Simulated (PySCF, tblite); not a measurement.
**C₅H₁₃NO₃Si: geometry, infrared bands and NMR shifts**

Wanted: the infrared bands and NMR shifts of C₅H₁₃NO₃Si (`CC(C)O[Si]1(N)OCCO1`), by calculation.

Computed with tblite 0.8.0 and PySCF 2.14.0, with density-fitted response routines of our own, on a single molecule in the gas phase. Atoms count from 0, in the outputs and in this text.

## (1) Starting geometry

23 atoms, charge 0, multiplicity 1; geometry from: force field or distance geometry start.

Bonds of the start (Å): C0–C1 1.51, C1–C2 1.54, C1–O3 1.40, O3–Si4 1.70, Si4–N5 1.78, Si4–O6 1.72, O6–C7 1.39, C7–C8 1.52, C8–O9 1.41, O9–Si4 1.74, C0–H10 1.11, C0–H11 1.12, C0–H12 1.11, C1–H13 1.10, C2–H14 1.10, C2–H15 1.13, C2–H16 1.10, N5–H17 1.04, N5–H18 1.02, C7–H19 1.10, C7–H20 1.13, C8–H21 1.10, C8–H22 1.13.

## (2) Optimising the geometry with GFN2-xTB

The job: settings as JSON, then the geometry in Å.

```
{"job": {"kind": "relax", "xc": "GFN2-xTB", "basis": "xTB"}, "charge": 0, "multiplicity": 1}
C      2.727700     0.774600    -0.375600
C      1.661500    -0.263400    -0.097100
C      2.363000    -1.350900     0.746700
O      0.647300     0.336200     0.650800
Si    -0.815700     0.120400    -0.178700
N     -0.611800    -0.471900    -1.840200
O     -1.774100     1.548400    -0.281300
C     -3.004700     1.005100     0.087300
C     -2.680400     0.156200     1.303200
O     -1.895700    -0.872700     0.752300
H      2.701200     1.547100     0.417500
H      2.493800     1.214900    -1.379300
H      3.702300     0.239300    -0.355000
H      1.215200    -0.693100    -1.002900
H      1.913900    -2.340200     0.550800
H      2.255900    -1.167200     1.854700
H      3.425300    -1.354700     0.454900
H     -1.314500    -1.185500    -2.120000
H     -0.355100     0.222100    -2.543200
H     -3.781100     1.762100     0.279700
H     -3.330300     0.277900    -0.712900
H     -3.561800    -0.234100     1.827800
H     -1.986600     0.756600     1.970800
```

Command:

```
OMP_NUM_THREADS=1 python probes_run.py task.json out
```

The driver reads the jobs from task.json and runs them one after another.

What it wrote:

```text
step      E/eV     max force
  0    -932.81436    3.368
  1    -933.25538    1.649
  2    -933.52057    1.173
  3    -933.59134    0.621
  4    -933.68558    0.622
  5    -933.75400    0.728
  6    -933.88824    0.827
  7    -933.96118    0.565
  8    -934.01668    0.550
  9    -934.06515    0.570
 10    -934.10533    0.463
 11    -934.13474    0.375
 12    -934.15813    0.396
 13    -934.18109    0.462
 14    -934.20692    0.500
 15    -934.22911    0.306
 16    -934.24487    0.311
 17    -934.25886    0.331
 18    -934.27449    0.317
 19    -934.29161    0.306
 20    -934.31032    0.285
 21    -934.33278    0.410
 22    -934.36331    0.607
 23    -934.40204    0.696
 24    -934.43486    0.458
 25    -934.45290    0.265
 26    -934.46260    0.247
 27    -934.46913    0.344
 28    -934.47831    0.335
 29    -934.48640    0.212
 30    -934.49250    0.167
 31    -934.49546    0.155
 32    -934.50088    0.177
 33    -934.50479    0.148
 34    -934.50815    0.108
 35    -934.51046    0.096
 36    -934.51229    0.081
 37    -934.51366    0.070
 38    -934.51480    0.094
 39    -934.51572    0.084
 40    -934.51650    0.064
 41    -934.51725    0.049
 42    -934.51789    0.062
 43    -934.51855    0.078
 44    -934.51905    0.058
 45    -934.51949    0.042
 46    -934.51994    0.045
 47    -934.52043    0.054
 48    -934.52090    0.050
 49    -934.52134    0.048
 50    -934.52182    0.049
 51    -934.52244    0.066
 52    -934.52317    0.084
 53    -934.52387    0.065
 54    -934.52452    0.055
 55    -934.52519    0.058
 56    -934.52590    0.064
 57    -934.52653    0.060
 58    -934.52698    0.037
 59    -934.52728    0.037
 60    -934.52755    0.034
 61    -934.52780    0.038
 62    -934.52800    0.042
 63    -934.52817    0.039
 64    -934.52836    0.033
 65    -934.52857    0.031
 66    -934.52877    0.036
 67    -934.52893    0.026
 68    -934.52907    0.047
 69    -934.52924    0.032
 70    -934.52950    0.029
 71    -934.52970    0.036
 72    -934.52988    0.036
 73    -934.53004    0.026
 74    -934.53017    0.024
 75    -934.53027    0.022
 76    -934.53035    0.026
 77    -934.53044    0.025
 78    -934.53056    0.030
 79    -934.53069    0.032
 80    -934.53083    0.030
 81    -934.53096    0.032
 82    -934.53113    0.029
 83    -934.53135    0.034
 84    -934.53163    0.039
 85    -934.53198    0.042
 86    -934.53246    0.053
 87    -934.53312    0.062
 88    -934.53398    0.069
 89    -934.53492    0.063
 90    -934.53572    0.054
 91    -934.53628    0.045
 92    -934.53660    0.035
 93    -934.53680    0.028
 94    -934.53693    0.022
 95    -934.53703    0.029
 96    -934.53715    0.029
 97    -934.53730    0.028
 98    -934.53743    0.023
 99    -934.53752    0.024
100    -934.53759    0.024
101    -934.53767    0.023
102    -934.53778    0.027
103    -934.53791    0.025
104    -934.53802    0.019
105    -934.53810    0.021
106    -934.53817    0.022
107    -934.53826    0.022
108    -934.53835    0.019
109    -934.53843    0.017
110    -934.53849    0.019
111    -934.53857    0.020
112    -934.53867    0.021
113    -934.53881    0.028
114    -934.53898    0.026
115    -934.53917    0.029
116    -934.53936    0.031
117    -934.53955    0.031
118    -934.53975    0.024
119    -934.53989    0.016
120    -934.53996    0.016
121    -934.53999    0.015
122    -934.54001    0.011
123    -934.54004    0.013
124    -934.54007    0.011
125    -934.54009    0.010
126    -934.54010    0.009
```

It took 4.1 s on 1 thread of Intel Xeon at 2.50GHz, shared host; peak memory 0.18 GiB.

Relaxation path: (not every step is listed)

```tsv
step	energy from step 0 (eV)	largest force (eV/Å)
0	0.0000	3.3684
1	-0.4410	1.6491
2	-0.7062	1.1733
3	-0.7770	0.6206
4	-0.8712	0.6225
5	-0.9396	0.7277
6	-1.0739	0.8271
7	-1.1468	0.5654
8	-1.2023	0.5503
19	-1.4773	0.3055
30	-1.6781	0.1673
41	-1.7029	0.0494
52	-1.7088	0.0838
63	-1.7138	0.0395
74	-1.7158	0.0242
85	-1.7176	0.0425
96	-1.7228	0.0288
107	-1.7239	0.0224
118	-1.7254	0.0239
121	-1.7256	0.0149
122	-1.7257	0.0114
123	-1.7257	0.0126
124	-1.7257	0.0110
125	-1.7257	0.0102
126	-1.7257	0.0095
```

Close pairs (by a distance rule), those that changed most:

```tsv
bond	before (Å)	after (Å)	change (Å)
Si4–O9	1.738	1.643	-0.094
O3–Si4	1.696	1.606	-0.090
Si4–O6	1.723	1.641	-0.082
Si4–N5	1.776	1.724	-0.052
C2–H15	1.128	1.087	-0.041
C8–H22	1.135	1.095	-0.040
C0–H11	1.121	1.086	-0.034
N5–H17	1.040	1.006	-0.034
```

The final coordinates are the input of the step that follows.

## (3) Infrared spectrum with GFN2-xTB

The job: settings as JSON, then the geometry in Å.

```
{"job": {"kind": "ir", "xc": "GFN2-xTB", "basis": "xTB"}, "charge": 0, "multiplicity": 1}
C      3.007744     0.891671    -0.339983
C      1.860526    -0.111676    -0.306042
C      2.042433    -1.152660     0.791562
O      0.663341     0.602517    -0.096234
Si    -0.815218     0.058939    -0.407746
N     -0.793577    -0.947360    -1.807382
O     -1.781426     1.385361    -0.396223
C     -2.948302     1.131754     0.321922
C     -2.686298    -0.062359     1.264355
O     -1.608420    -0.789246     0.755109
H      3.074185     1.407069     0.614241
H      2.831336     1.628525    -1.118625
H      3.945637     0.380305    -0.538236
H      1.789149    -0.625778    -1.273343
H      1.178567    -1.811377     0.799722
H      2.114415    -0.659222     1.757313
H      2.942713    -1.735495     0.617403
H     -1.639029    -1.381941    -2.137082
H     -0.215258    -0.670169    -2.581197
H     -3.229166     2.029114     0.877701
H     -3.749066     0.883592    -0.385092
H     -3.560294    -0.715886     1.329731
H     -2.428742     0.291304     2.268205
```

What it wrote:

```text
mode    cm-1     km/mol
  1      23.7      0.07
  2      51.6      2.30
  3      77.6      7.14
  4     106.9      0.63
  5     133.2      1.32
  6     154.8      3.06
  7     181.2      0.03
  8     211.0      7.19
  9     219.8      7.62
 10     246.3     10.93
 11     259.4     15.60
 12     275.9     12.30
 13     348.3     36.01
 14     408.0     19.07
 15     457.9    114.76
 16     461.3     82.35
 17     507.5     44.16
 18     649.2      0.28
 19     735.9      7.96
 20     783.8     93.61
 21     799.7    131.02
 22     850.0    100.66
 23     879.1     54.56
 24     926.8    153.03
 25     930.8     25.66
 26     941.5     12.84
 27     958.9     92.88
 28     972.1      2.47
 29    1074.4    212.18
 30    1098.9     86.32
 31    1105.9      6.09
 32    1130.6    353.51
 33    1153.0     16.31
 34    1164.6     65.42
 35    1179.7    159.69
 36    1200.7     12.50
 37    1206.2      5.93
 38    1304.1     14.04
 39    1320.2      2.05
 40    1325.5     14.88
 41    1327.4     16.54
 42    1388.9     13.73
 43    1401.0      8.87
 44    1470.2      0.84
 45    1477.7      0.65
 46    1478.9      2.03
 47    1486.5      0.98
 48    1491.8      0.83
 49    1497.5      5.86
 50    1511.4     79.71
 51    2882.8     66.89
 52    2894.6     36.79
 53    2918.2     80.66
 54    2947.2     51.26
 55    2958.6     52.64
 56    3039.6      2.56
 57    3043.3      9.35
 58    3045.3     40.84
 59    3048.9     42.34
 60    3051.7     25.31
 61    3053.9     28.00
 62    3496.2      6.64
 63    3534.5      0.16
```

Run time: 4 s. Hardware: 1 thread of Intel Xeon at 2.50GHz, shared host; peak memory 0.18 GiB.

Which atoms move in the most intense modes:

```tsv
cm⁻¹	km/mol	atoms
458	114.8	C1 15 %, H17 15 %, O3 14 %, H18 12 %
784	93.6	H17 23 %, O9 20 %, H18 17 %, Si4 13 %
800	131.0	O6 33 %, Si4 22 %, H18 11 %
850	100.7	Si4 17 %, H17 14 %
927	153.0	Si4 38 %, N5 31 %
1074	212.2	O3 41 %, Si4 15 %, H12 10 %
1131	353.5	C7 27 %, C8 26 %, O6 17 %, O9 14 %
1180	159.7	C1 37 %, O3 15 %
```

## (4) Shielding tensors: PBE0/pcSseg-1

Same as in step 3 but for these lines:

```diff
@@ -1,2 +1,2 @@
-{"job": {"kind": "ir", "xc": "GFN2-xTB", "basis": "xTB"}, "charge": 0, "multiplicity": 1}
+{"job": {"kind": "nmr", "xc": "PBE0", "basis": "pcSseg-1"}, "charge": 0, "multiplicity": 1}
 C      3.007744     0.891671    -0.339983
```

Method: GIAO PBE0/pcSseg-1 NMR shielding, non-relativistic, gas phase.

What it wrote:

```text
coarse grid: 19440 points
cycle   1  E = -767.3854152474  dE =  1.584e+00  |g| = 1.111e+00  |ddm| = 4.241e+00
cycle   2  E = -767.1810052133  dE =  2.044e-01  |g| = 1.548e+00  |ddm| = 1.939e+00
cycle   3  E = -767.6070820669  dE = -4.261e-01  |g| = 1.271e-01  |ddm| = 1.259e+00
cycle   4  E = -767.6097057216  dE = -2.624e-03  |g| = 5.497e-02  |ddm| = 1.135e-01
cycle   5  E = -767.6102999795  dE = -5.943e-04  |g| = 1.251e-02  |ddm| = 4.258e-02
cycle   6  E = -767.6103263225  dE = -2.634e-05  |g| = 4.580e-03  |ddm| = 1.065e-02
cycle   7  E = -767.6103303114  dE = -3.989e-06  |g| = 7.032e-04  |ddm| = 3.243e-03
final grid: 182424 points
cycle   8  E = -767.6991061321  dE = -3.757e-05  |g| = 1.632e-02  |ddm| = 2.838e-02
cycle   9  E = -767.6990536021  dE =  5.253e-05  |g| = 2.362e-02  |ddm| = 2.370e-02
cycle  10  E = -767.6991560516  dE = -1.024e-04  |g| = 1.479e-03  |ddm| = 1.466e-02
cycle  11  E = -767.6991565366  dE = -4.850e-07  |g| = 2.345e-04  |ddm| = 1.410e-03
cycle  12  E = -767.6991565466  dE = -1.006e-08  |g| = 9.995e-05  |ddm| = 2.560e-04
cycle  13  E = -767.6991565482  dE = -1.619e-09  |g| = 3.783e-05  |ddm| = 9.577e-05
cycle  14  E = -767.6991565485  dE = -2.428e-10  |g| = 7.916e-06  |ddm| = 3.135e-05
converged SCF energy = -767.6991565485

GIAO shielding tensors (ppm)
atom      isotropic    diamagn.    paramagn.     s11        s22        s33       span
  0 C      160.193     247.345     -87.152    142.701    151.048    186.830     44.129
  1 C      116.968     241.348    -124.380     88.939    105.350    156.616     67.677
  2 C      159.240     250.623     -91.384    141.073    151.969    184.677     43.604
  3 O      246.904     402.364    -155.460    214.044    246.263    280.406     66.362
  4 Si     392.485     885.869    -493.384    378.727    388.938    409.789     31.062
  5 N      248.685     321.632     -72.947    219.720    253.528    272.807     53.087
  6 O      291.628     401.004    -109.376    218.137    299.461    357.286    139.149
  7 C      121.842     243.623    -121.782     90.892    111.724    162.909     72.017
  8 C      120.776     242.520    -121.744     90.041    109.195    163.091     73.050
  9 O      293.354     402.445    -109.092    225.088    296.278    358.695    133.608
 10 H       30.437      30.193       0.243     27.337     28.737     35.236      7.899
 11 H       30.215      30.123       0.092     25.937     28.536     36.173     10.236
 12 H       30.804      28.573       2.231     26.616     28.222     37.575     10.958
 13 H       27.639      33.450      -5.811     23.026     29.262     30.629      7.604
 14 H       30.043      32.928      -2.886     25.175     30.718     34.235      9.060
 15 H       30.479      31.983      -1.505     27.971     28.540     34.926      6.955
 16 H       30.730      30.281       0.449     26.475     28.051     37.664     11.188
 17 H       31.028      31.814      -0.786     23.640     26.729     42.715     19.075
 18 H       31.347      33.859      -2.511     23.704     28.248     42.090     18.386
 19 H       27.580      27.822      -0.242     23.554     25.328     33.860     10.306
 20 H       27.579      28.266      -0.687     22.733     25.367     34.638     11.905
 21 H       27.665      27.671      -0.006     23.596     25.433     33.966     10.370
 22 H       27.469      29.772      -2.303     22.409     25.472     34.526     12.116
```

It took 2.7 min on 1 thread of Intel Xeon at 2.50GHz, shared host; peak memory 1.1 GiB.

Shifts follow as δ = σ(reference) − σ, with reference shieldings (ppm) from runs at the same level and on the same kind of geometry: ¹H TMS 31.72, ¹³C TMS 186.9, ²⁹Si TMS 349.2, ¹⁵N NH3 267.7, ¹⁷O H2O 336.1. The references are single molecules in the gas phase, so shifts against H2O, NH3, PH3, H3PO4 or CFCl3 are not on the usual liquid scales and can be off by tens of ppm. Atoms listed in one row are averaged.

```tsv
atoms	environment	σ (ppm)	δ (ppm)	δ scaled to CDCl3
C1	sp3 CH bonded to O	117.0	70.0	66.4
C7, C8	sp3 CH2 bonded to O	121.3	65.6	62.1
C0, C2	methyl carbon	159.7	27.2	24.6
H19, H22	hydrogen on an sp3 CH2 bonded to O	27.52	4.19	4.06
H20, H21	hydrogen on an sp3 CH2 bonded to O	27.62	4.09	3.97
H13	hydrogen on an sp3 CH bonded to O	27.64	4.08	3.95
H10, H11, H12, H14, H15, H16	hydrogen on a methyl carbon	30.45	1.27	1.30
H17, H18	hydrogen on a nitrogen bonded to Si	31.19	0.53	–
O3	oxygen bonded to C, Si	246.9	89.2	–
O6, O9	oxygen bonded to C, Si, in a 5-membered ring	292.5	43.6	–
Si4	silicon bonded to N, 3 O, in a 5-membered ring	392.5	-43.3	–
N5	nitrogen bonded to Si, 2 H	248.7	19.0	–
```

The scaled column applies a straight-line fit of computed shieldings to shifts measured in CDCl3 (root-mean-square error 0.16 ppm for H, 1.9 ppm for C).

Charges from the same density, by scheme (e):

```tsv
atoms	Mulliken	IAO	Hirshfeld	ESP fit
C0, C2	-0.23	-0.43	-0.12	-0.57
C1	-0.06	0.12	0.06	0.64
O3	-0.60	-0.64	-0.21	-0.58
Si4	1.29	1.62	0.53	1.27
N5	-0.65	-0.86	-0.32	-1.19
O6, O9	-0.61	-0.65	-0.24	-0.51
C7, C8	0.04	-0.07	0.00	0.08
```

Mayer bond orders: C0–C1 1.04, C1–C2 1.04, C1–O3 0.84, O3–Si4 1.04, Si4–N5 1.03, Si4–O6 0.99, O6–C7 0.91, C7–C8 1.04, C8–O9 0.91, O9–Si4 0.96.

Ring of atoms Si4, O6, C7, C8, O9: NICS(0) -6.8, NICS(1) -2.4, NICS(1)zz -3.3 ppm (means of both faces).

## (5) Results

| quantity | value |
| --- | --- |
| strongest single infrared mode (GFN2-xTB) | 1131 cm⁻¹, 354 km/mol |
| zero-point energy (GFN2-xTB) | 117.6 kcal/mol |
| ¹³C shifts against TMS (PBE0/pcSseg-1, means over atoms taken as alike) | 70.0, 65.6, 27.2 ppm |
| ¹H shifts against TMS (PBE0/pcSseg-1, means over atoms taken as alike) | 4.19, 4.09, 4.08, 1.27, 0.53 ppm |
| ¹⁷O shifts against H2O (PBE0/pcSseg-1, means over atoms taken as alike) | 89.2, 43.6 ppm |
| ²⁹Si shifts against TMS (PBE0/pcSseg-1) | -43.3 ppm |
| ¹⁵N shifts against NH3 (PBE0/pcSseg-1) | 19.0 ppm |

Relaxing lowered the energy by 1.726 eV in 126 steps; the close pair that moved most is Si4–O9, from 1.738 to 1.643 Å. All 63 modes are real, so the xTB geometry is a minimum. The strongest single mode, at 1131 cm⁻¹, is carried by C7, C8, O6, O9. GFN2-xTB is a fitted tight-binding method: band positions and strengths are rough. Its intensities can rank the bands wrongly. C1 (sp3 CH bonded to O) lies farthest downfield among carbon, at 70.0 ppm; deshielded by the electronegative neighbour. At PBE0/pcSseg-1: The widest tensor belongs to O6, O9: span 136 ppm, with a paramagnetic part of -109 ppm.
